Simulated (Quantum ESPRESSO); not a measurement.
**Pt under changes of volume**

One of the cells (15.291 Å³/atom); the others are scaled copies at fixed shape and fractional positions:

```
CELL_PARAMETERS angstrom
0.00000 1.97000 1.97000
1.97000 0.00000 1.97000
1.97000 1.97000 0.00000
ATOMIC_POSITIONS crystal
Pt 0.00000 0.00000 0.00000
```

The cell was built by a generator and needn't be a form met in nature.

* Program: Quantum ESPRESSO 7.5
* Functional: PBE
* Potentials or basis: GBRV 1.5 PBE
* Cutoff: 612 eV
* Density cutoff: 4898 eV
* k mesh: 20 × 20 × 20
* Occupations: methfessel-paxton, width 0.2 eV
* Spin: no spin polarisation

```tsv
volume (Å³/atom)	energy over the lowest point (meV/atom)	pressure (GPa)
14.373	90.01	25.1
14.679	48.53	17.5
14.985	?	?
15.291	5.02	4.8
15.597	0.00	-0.4
15.902	4.37	-5.0
16.208	17.02	-9.1
```

What does the run at 14.985 Å³/atom give?

Energy over the lowest point 20.73 meV/atom; pressure 10.7 GPa.

Worked out: A Birch-Murnaghan fit of order 3 (a polynomial in V^(-2/3)) to the other rows has its minimum at 15.60 Å³/atom with B0 = V·E''(V) = 251 GPa and B' = 5.4. It gives 20.73 meV/atom at 14.985 Å³/atom, against the run's 20.73, and -dE/dV = 11.3 GPa, against 10.7.

Energies are extrapolated to zero smearing.
